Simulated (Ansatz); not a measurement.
**CH₈N₂OSi: basis-set convergence**

How large a basis does CH₈N₂OSi need? Two functionals are run in growing sets.

Method: one geometry, several basis sets; program: Ansatz 0.2.0, Gaussian basis.

Levels to be run: PBE0-D4/def2-SVP; ωB97M-V/def2-SVP; PBE0-D4/def2-QZVPP; ωB97M-V/def2-QZVPP; the functionals' def2-TZVPP values are taken from earlier runs.

**1. Structure used throughout**

An earlier PBE0-D4 in a triple-zeta def2 set relaxation fixed the geometry.

SMILES `CO[SiH](N)N`, 13 atoms, charge 0, spin multiplicity 1.

Atoms are counted from 1 here; the program's logs count them from 0.

Bond lengths: C1–O2 1.404 Å, C1–H6 1.093 Å, C1–H7 1.096 Å, C1–H8 1.097 Å, O2–Si3 1.645 Å, Si3–N4 1.700 Å, Si3–N5 1.707 Å, Si3–H9 1.492 Å, N4–H10 1.007 Å, N4–H11 1.007 Å, N5–H12 1.006 Å, N5–H13 1.006 Å. Angles: O2–C1–H6 108.9°, O2–C1–H7 111.2°, O2–C1–H8 112.0°, H6–C1–H7 108.1°, H6–C1–H8 108.3°, H7–C1–H8 108.2°, C1–O2–Si3 124.2°, O2–Si3–N4 115.0°, O2–Si3–N5 106.8°, O2–Si3–H9 105.8°, N4–Si3–N5 106.5°, N4–Si3–H9 106.3°, N5–Si3–H9 116.6°, Si3–N4–H10 120.2°, Si3–N4–H11 120.8°, H10–N4–H11 111.9°, Si3–N5–H12 121.0°, Si3–N5–H13 121.6° and more.

**2. PBE0-D4 in def2-SVP**

The input, in.yaml:

```yaml
crystal:
  periodic: [false, false, false]
  atoms:
    - {symbol: C, position_ang: [-1.761113, 0.741245, 0.885577]}
    - {symbol: O, position_ang: [-1.072184, -0.168224, 0.067967]}
    - {symbol: Si, position_ang: [0.566717, -0.294248, 0.001362]}
    - {symbol: N, position_ang: [1.152103, -1.823757, -0.452877]}
    - {symbol: N, position_ang: [1.099178, 0.803711, -1.192612]}
    - {symbol: H, position_ang: [-2.736817, 0.320105, 1.139259]}
    - {symbol: H, position_ang: [-1.925296, 1.694179, 0.368636]}
    - {symbol: H, position_ang: [-1.220942, 0.945268, 1.818820]}
    - {symbol: H, position_ang: [1.050586, -0.055534, 1.392217]}
    - {symbol: H, position_ang: [1.040387, -2.148106, -1.399853]}
    - {symbol: H, position_ang: [1.169876, -2.585233, 0.205105]}
    - {symbol: H, position_ang: [0.585903, 1.646585, -1.385963]}
    - {symbol: H, position_ang: [2.072203, 0.889409, -1.433037]}
basis:
  gaussian: {orbitals: def2-SVP}
hamiltonian: {xc: pbe0, dispersion: d4}
output: {orbitals: {seedname: orbitals}}
```

Run with:

```
$ ansatz run in.yaml --threads 4 --pin off --events-out ev --progress --plain --max-ram 10444MiB
```

Further steps of the session: ωB97M-V in def2-SVP; PBE0-D4 in def2-QZVPP; ωB97M-V in def2-QZVPP.

Q: Predict the results of all the runs planned. Wanted: PBE0-D4: double and triple zeta above quadruple; ωB97M-V: double and triple zeta above quadruple.

As calculated:

```
                                       quantity           value
PBE0-D4: double and triple zeta above quadruple  11.21, 0.67 eV
ωB97M-V: double and triple zeta above quadruple  11.45, 0.63 eV
```

In words: For PBE0-D4 the step from double to triple zeta gains 10.54 eV and the next only 0.67 eV. Total energies overstate the basis error of differences, where much of it tends to cancel. The LUMO of ωB97M-V is positive and keeps falling with the basis (3.46 to 1.83 eV): an unbound level that the basis holds in place.
